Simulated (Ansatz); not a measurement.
# ClFHO₂Ta: basis-set convergence

The task here is to estimate one member of a computed series from the others.

Computed with Ansatz 0.2.0, Gaussian basis. Level: one geometry, several basis sets.

Levels to be run: PBE0-D4/def2-SVP; ωB97M-V/def2-SVP; PBE0-D4/def2-QZVPP; ωB97M-V/def2-QZVPP; the functionals' def2-TZVPP values are taken from earlier runs.

## Structure used throughout

All runs share one geometry, relaxed beforehand with PBE0-D4 in a triple-zeta def2 set. Ta takes the def2 core potential; no spin-orbit term is included.

SMILES `[O]=[Ta]([OH])([F])[Cl]`, 6 atoms, charge 0, spin multiplicity 1.

Atoms are counted from 1 here; the program's logs count them from 0.

Bond lengths: O1–Ta2 1.709 Å, Ta2–O3 1.890 Å, Ta2–F4 1.873 Å, Ta2–Cl5 2.301 Å, O3–H6 0.959 Å. Angles: O1–Ta2–O3 105.5°, O1–Ta2–F4 108.7°, O1–Ta2–Cl5 109.4°, O3–Ta2–F4 111.2°, O3–Ta2–Cl5 111.3°, F4–Ta2–Cl5 110.5°, Ta2–O3–H6 131.7°.

Coordinates:

```xyz
6
charge 0, multiplicity 1
O    -1.8333   -0.3816    0.6691
Ta   -0.3985    0.0062   -0.1739
O     1.0149   -0.5293    0.9607
F    -0.3728   -0.9478   -1.7851
Cl   -0.3350    2.2713   -0.5754
H     1.9669   -0.4829    0.8583
```

The first run:

File in.yaml:

```yaml
crystal:
  periodic: [false, false, false]
  atoms:
    - {symbol: O, position_ang: [-1.833346, -0.381557, 0.669144]}
    - {symbol: Ta, position_ang: [-0.398517, 0.006233, -0.173889]}
    - {symbol: O, position_ang: [1.014884, -0.529296, 0.960738]}
    - {symbol: F, position_ang: [-0.372773, -0.947769, -1.785092]}
    - {symbol: Cl, position_ang: [-0.335036, 2.271306, -0.575362]}
    - {symbol: H, position_ang: [1.966888, -0.482918, 0.858261]}
basis:
  gaussian: {orbitals: def2-SVP}
hamiltonian: {xc: pbe0, dispersion: d4}
output: {orbitals: {seedname: orbitals}}
```

Steps of the session up to this table: PBE0-D4 in def2-SVP; ωB97M-V in def2-SVP; PBE0-D4 in def2-QZVPP; ωB97M-V in def2-QZVPP.

One of the session's tables, all rows but one given; the rest of the session is left out.

It belongs to the step «Density functionals: the series». 

| functional | basis | HOMO (eV) | LUMO (eV) |
| --- | --- | --- | --- |
| PBE0-D4 | def2-SVP | -9.44 | -1.76 |
| PBE0-D4 | def2-TZVPP | -9.46 | -1.82 |
| PBE0-D4 | def2-QZVPP | -9.48 | -1.85 |
| ωB97M-V | def2-SVP | ? | ? |
| ωB97M-V | def2-TZVPP | -11.74 | 0.35 |
| ωB97M-V | def2-QZVPP | -11.78 | 0.18 |

**Question.** Estimate the row for ωB97M-V, def2-SVP.

As computed: HOMO (eV): -11.69; LUMO (eV): 0.43. In the column «HOMO (eV)» it lies between ωB97M-V, def2-TZVPP (-11.74) and PBE0-D4, def2-QZVPP (-9.48).
